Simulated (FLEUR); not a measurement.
# CoO (Fm-3m) in FLEUR: single point with LDA+U

Aim: the single point of CoO with LDA+U.

Everything below comes from runs of FLEUR MaX-R8.1 (later development tree). Logs are shortened: lines on timing, memory, paths and dates and some standing lists are left out, and cuts for length are marked.

### Step 1. The crystal as given

Symmetry: Fm-3m, No. 225, cubic system. The conventional cell has a = 4.263 Å, b = 4.263 Å, c = 4.263 Å, α = 90.00°, β = 90.00°, γ = 90.00°. Co (site symmetry m-3m) is surrounded by 6 O at 2.13 Å. Around O (site symmetry m-3m) lie 6 Co at 2.13 Å.

### Step 2. Single point, LDA+U, collinear spin, ferromagnetic start

Input file inp.xml:

```xml
<?xml version="1.0" encoding="UTF-8" standalone="no"?>
<fleurInput fleurInputVersion="0.39">
   <comment>
      CoO                                                                                                 
   </comment>
   <calculationSetup>
      <cutoffs Kmax="4.64" Gmax="14.4" GmaxXC="14.4" numbands="0"/>
      <scfLoop itmax="100" minDistance="0.0002" maxIterBroyd="50" imix="Anderson" alpha="0.05" precondParam="0.0" spinf="2.0" sdNocoIR="T"/>
      <coreElectrons ctail="T" frcor="F" kcrel="0" coretail_lmax="0"/>
      <xcFunctional name="vwn" relativisticCorrections="F"/>
      <magnetism jspins="2"/>
      <soc l_soc="F" theta="0.0" phi="0.0" spav="F"/>
      <expertModes spex="0" secvar="F"/>
      <geometryOptimization l_f="F" forcealpha="1.0" forcemix="BFGS" epsdisp="0.00001" epsforce="0.00001"/>
      <ldaU l_linMix="F" mixParam="0.05" spinf="1.0"/>
   </calculationSetup>
   <cell>
      <bzIntegration valenceElectrons="23.0" mode="gauss" fermiSmearingEnergy="0.00183747">
         <kPointListSelection listName="default-1"/>
         <!-- k-points included here -->
         <xi:include xmlns:xi="http://www.w3.org/2001/XInclude" href="kpts.xml"> </xi:include>
      </bzIntegration>
      <!-- symmetry operations included here -->
      <xi:include xmlns:xi="http://www.w3.org/2001/XInclude" href="sym.xml"> </xi:include>
      <bulkLattice scale="1.0">
         <bravaisMatrix>
            <row-1>    0.0000000000000000     4.0279543715302664     4.0279543715302664</row-1>
            <row-2>    4.0279543715302664     0.0000000000000000     4.0279543715302664</row-2>
            <row-3>    4.0279543715302664     4.0279543715302664     0.0000000000000000</row-3>
         </bravaisMatrix>
      </bulkLattice>
   </cell>
   <atomSpecies>
      <species name="Cobalt (Co3.000" element="Co" atomicNumber="27">
         <mtSphere radius="2.11" gridPoints="697" logIncrement="0.017"/>
         <atomicCutoffs lmax="8" lnonsphr="8"/>
         <electronConfig flipSpins="F">
            <coreConfig>(1s1/2) (2s1/2) (2p1/2) (2p3/2)</coreConfig>
            <valenceConfig>(3s1/2) (3p1/2) (3p3/2) (4s1/2) (3d3/2) (3d5/2)</valenceConfig>
            <stateOccupation state="(3d3/2)" spinUp="2.0" spinDown="0.8"/>
            <stateOccupation state="(3d5/2)" spinUp="3.0" spinDown="1.2"/>
         </electronConfig>
         <energyParameters s="4" p="4" d="3" f="4"/>
         <ldaU l="2" U="5" J="0.0" l_amf="F"/>
         <lo type="SCLO" l="0" n="3" eDeriv="0"/>
         <lo type="SCLO" l="1" n="3" eDeriv="0"/>
         <lo type="SCLO" l="1" n="3" eDeriv="1"/>
         <lo type="SCLO" l="3" n="4" eDeriv="2"/>
      </species>
      <species name="Oxygen (O)" element="O" atomicNumber="8">
         <mtSphere radius="1.62" gridPoints="537" logIncrement="0.02"/>
         <atomicCutoffs lmax="8" lnonsphr="8"/>
         <electronConfig flipSpins="F">
            <coreConfig>(1s1/2)</coreConfig>
            <valenceConfig>(2s1/2) (2p1/2) (2p3/2)</valenceConfig>
            <stateOccupation state="(2p1/2)" spinUp="0.666667" spinDown="0.666667"/>
            <stateOccupation state="(2p3/2)" spinUp="1.333333" spinDown="1.333333"/>
         </electronConfig>
         <energyParameters s="2" p="2" d="3" f="4"/>
         <lo type="SCLO" l="0" n="2" eDeriv="2"/>
         <lo type="SCLO" l="1" n="2" eDeriv="2"/>
         <lo type="SCLO" l="2" n="3" eDeriv="2"/>
      </species>
   </atomSpecies>
   <atomGroups>
      <atomGroup species="Cobalt (Co3.000">
         <relPos label="                   1">.0000000000 .0000000000 .0000000000</relPos>
         <force calculate="T" relaxXYZ="TTT"/>
      </atomGroup>
      <atomGroup species="Oxygen (O)">
         <relPos label="                   2">1.000/2.000 1.000/2.000 1.000/2.000</relPos>
         <force calculate="T" relaxXYZ="TTT"/>
      </atomGroup>
   </atomGroups>
   <output dos="F" band="F" slice="F">
      <checks vchk="F" cdinf="F"/>
      <bandDOS minEnergy="-.5*Htr" maxEnergy="0.5*Htr" sigma="0.015" storeEVData="T"/>
      <vacuumDOS vacdos="F" integ="F" star="F" nstars="0" locx1="0.0" locy1="0.0" locx2="0.0" locy2="0.0" nstm="0" tworkf="0.0"/>
      <unfoldingBand unfoldBand="F" supercellX="1" supercellY="1" supercellZ="1"/>
      <plotting iplot="0" polar="F">
         <plot TwoD="T" vec1="  1.0  0.0  0.0" vec2="  0.0  1.0  0.0" vec3="  0.0  0.0  1.0" zero="  0.0  0.0  0.0" file="plot"/>
      </plotting>
      <chargeDensitySlicing numkpt="0" minEigenval="0.0" maxEigenval="0.0" nnne="0" pallst="F"/>
      <specialOutput eonly="F"/>
      <moessbauerParams electricFieldGradient="T" isomerShift="T" coreHyperfine="T" valenceHyperfine="T"/>
      <magneticCircularDichroism mcd="F" energyLo="-10.0" energyUp="0.0"/>
   </output>
  <!-- We include the file relax.xml here to enable relaxations (see documentation) -->
  <xi:include xmlns:xi="http://www.w3.org/2001/XInclude" href="relax.xml"> <xi:fallback/> </xi:include>
</fleurInput>
```

Input file crystal.txt:

```
CoO
&input cartesian=F /
0.0000000000  2.1315016600  2.1315016600
2.1315016600  0.0000000000  2.1315016600
2.1315016600  2.1315016600  0.0000000000
1.8897261246
1.0 1.0 1.0

2
27 0.0000000000  0.0000000000  0.0000000000 : 3.000
8 0.5000000000  0.5000000000  0.5000000000

&kpt div1=8 div2=8 div3=8 gamma=T /
```

Potentials or basis: all-electron, FLAPW.

Launch:

```console
$ inpgen -f crystal.txt -profile fastHighL
$ # inp.xml edited to the form shown
$ fleur_MPI
```

Log:

```text
Welcome to FLEUR        (www.flapw.de)
      MaX-Release 8.1          (www.max-centre.eu)

 ========== k-point set info ==========
 Selected k-point list: default-1
 k-point list type: mesh
 8 x 8 x 8
 Number of k points: 29

 ------------Calculation Setup---------------------------
 Number of MPI-tasks      :            1
 Number of PE/node        :            1
 Number of OMP-threads    :            1
 Most efficient MPI parallelization for:
           1          29
 Additional eigenvalue parallelization possible
 Number of basis functions:          285
 Approximate size of matrices (H+S) per k-point:         0.001 GB
 --------------------------------------------------------
 no density matrix found ... skipping LDA+U
 Reset of history
 Iteration:     1   Distance:      22.84804855 me/bohr^3
 Iteration:     2   Distance:      25.41156930 me/bohr^3
 Iteration:     3   Distance:      22.82177515 me/bohr^3
 Iteration:     4   Distance:      16.38021299 me/bohr^3
 Iteration:     5   Distance:      25.18255582 me/bohr^3
 Iteration:     6   Distance:       6.66928514 me/bohr^3
 Iteration:     7   Distance:       6.00383035 me/bohr^3
 Iteration:     8   Distance:       1.25412059 me/bohr^3
 Iteration:     9   Distance:       0.92323837 me/bohr^3
 Iteration:    10   Distance:       0.23825590 me/bohr^3
 Iteration:    11   Distance:       0.25084800 me/bohr^3
 Iteration:    12   Distance:       0.11681561 me/bohr^3
 Iteration:    13   Distance:       0.11560977 me/bohr^3
 Iteration:    14   Distance:       0.06269844 me/bohr^3
 Iteration:    15   Distance:       0.09073440 me/bohr^3
 Iteration:    16   Distance:       0.03640961 me/bohr^3
 Iteration:    17   Distance:       0.00269409 me/bohr^3
 Iteration:    18   Distance:       0.00269691 me/bohr^3
 Iteration:    19   Distance:       0.00032277 me/bohr^3
 Iteration:    20   Distance:       0.00028609 me/bohr^3
 Iteration:    21   Distance:       0.00000374 me/bohr^3

 ********************************************************************
 Run finished successfully
 Stop message:
   all done
 ********************************************************************
```

Run time: 31 s. Hardware: 1 thread of Arm Neoverse V2, shared host; peak memory 0.1 GiB.

Results:

```yaml
Free_energy: -39887.0370 eV
Net_moment: 3.00 μB per cell
Site_moments: Co +2.72; O +0.25 μB
Valence_electrons_inside_the_program's_atomic_spheres: Co 15.26; O 5.19 (radii Co 2.11, O 1.62 bohr)
```

Levels at points of the mesh, in eV from the Fermi level:
Spin up:
| k point | band 11 | band 12 | band 13 | band 14 | band 15 | band 16 |
| --- | --- | --- | --- | --- | --- | --- |
| (0.00, 0.00, 0.00) | -2.52 | -2.52 | -2.52 | 1.40 | 17.00 | 18.45 |
| (0.00, 0.00, 0.50) | -3.17 | -0.38 | -0.38 | 5.33 | 9.64 | 13.53 |
| (0.00, 0.50, 0.50) | -3.90 | -3.78 | -3.78 | 5.99 | 10.16 | 11.55 |
Spin down:
| k point | band 8 | band 9 | band 10 | band 11 | band 12 | band 13 |
| --- | --- | --- | --- | --- | --- | --- |
| (0.00, 0.00, 0.00) | -2.04 | -1.17 | -1.17 | -1.17 | 1.91 | 1.96 |
| (0.00, 0.00, 0.50) | -3.84 | -0.10 | -0.10 | 0.19 | 4.38 | 4.38 |
| (0.00, 0.50, 0.50) | -3.32 | -2.26 | 0.06 | 0.06 | 2.49 | 2.92 |

Eigenvalues of the final occupation matrices:
| site | spin | trace | eigenvalues |
| --- | --- | --- | --- |
| atom type 1 | 1 | 4.77 | 0.94 0.94 0.94 0.97 0.97 |
| atom type 1 | 2 | 2.07 | 0.11 0.11 0.62 0.62 0.62 |

Core levels (eV from the Fermi level):
```tsv
atom	levels
1 Co	1s1/2 -7567.4, 2s1/2 -889.7, 2p1/2 -771.8, 2p3/2 -757.0
2 O	1s1/2 -502.0
```

Caveat: with Gaussian smearing the program prints no entropy term, so the energy of a metal isn't a free energy; a cell with one magnetic atom can't hold antiferromagnetic order, which such compounds often take.
